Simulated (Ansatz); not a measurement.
# BF₃H₃P: basis-set convergence

The task here is to estimate one member of a computed series from the others.

Computed with Ansatz 0.2.0, Gaussian basis. Level: one geometry, several basis sets.

Levels to be run: PBE0-D4/def2-SVP; ωB97M-V/def2-SVP; PBE0-D4/def2-QZVPP; ωB97M-V/def2-QZVPP; the functionals' def2-TZVPP values are taken from earlier runs.

## The geometry

All runs share one geometry, relaxed beforehand with PBE0-D4 in a triple-zeta def2 set.

SMILES `[BH3-][P+](F)(F)F`, 8 atoms, charge 0, spin multiplicity 1.

Atoms are counted from 1 here; the program's logs count them from 0.

Bond lengths: B1–P2 1.835 Å, B1–H6 1.207 Å, B1–H7 1.207 Å, B1–H8 1.207 Å, P2–F3 1.542 Å, P2–F4 1.542 Å, P2–F5 1.542 Å. Angles: P2–B1–H6 102.9°, P2–B1–H7 102.9°, P2–B1–H8 102.9°, H6–B1–H7 115.1°, H6–B1–H8 115.1°, H7–B1–H8 115.2°, B1–P2–F3 117.7°, B1–P2–F4 117.7°, B1–P2–F5 117.7°, F3–P2–F4 100.1°, F3–P2–F5 100.1°, F4–P2–F5 100.1°.

Coordinates:

```
B    -0.07995    0.95822    0.50300
P     0.05525   -0.66222   -0.34772
F     0.30141   -1.91080    0.52342
F    -1.15594   -1.14192   -1.17314
F     1.17876   -0.83315   -1.39029
H    -1.02279    0.79835    1.23996
H    -0.26604    1.72738   -0.40878
H     0.98930    1.06414    1.05354
```

The first run:

The input, in.yaml:

```yaml
crystal:
  periodic: [false, false, false]
  atoms:
    - {symbol: B, position_ang: [-0.079952, 0.958215, 0.503000]}
    - {symbol: P, position_ang: [0.055255, -0.662221, -0.347723]}
    - {symbol: F, position_ang: [0.301411, -1.910795, 0.523420]}
    - {symbol: F, position_ang: [-1.155940, -1.141923, -1.173136]}
    - {symbol: F, position_ang: [1.178760, -0.833150, -1.390288]}
    - {symbol: H, position_ang: [-1.022795, 0.798353, 1.239964]}
    - {symbol: H, position_ang: [-0.266040, 1.727384, -0.408778]}
    - {symbol: H, position_ang: [0.989301, 1.064136, 1.053542]}
basis:
  gaussian: {orbitals: def2-SVP}
hamiltonian: {xc: pbe0, dispersion: d4}
output: {orbitals: {seedname: orbitals}}
```

Started as:

```console
$ ansatz run in.yaml --threads 4 --pin off --events-out ev --progress --plain --max-ram 10444MiB
```

Steps of the session up to this table: PBE0-D4 in def2-SVP; ωB97M-V in def2-SVP; PBE0-D4 in def2-QZVPP; ωB97M-V in def2-QZVPP.

One table of the session follows, with a row left open; its other results are not shown here.

It belongs to the step «Functionals by basis». 

```
functional       basis  HOMO (eV)  LUMO (eV)
   PBE0-D4    def2-SVP      -9.66       0.41
   PBE0-D4  def2-TZVPP      -9.72       0.15
   PBE0-D4  def2-QZVPP      -9.73       0.09
   ωB97M-V    def2-SVP          ?          ?
   ωB97M-V  def2-TZVPP     -12.03       2.27
   ωB97M-V  def2-QZVPP     -12.05       2.04
```

Estimate the missing values for ωB97M-V, def2-SVP.

As computed: HOMO (eV): -11.91; LUMO (eV): 2.63. In the column «HOMO (eV)» it lies between ωB97M-V, def2-TZVPP (-12.03) and PBE0-D4, def2-QZVPP (-9.73).
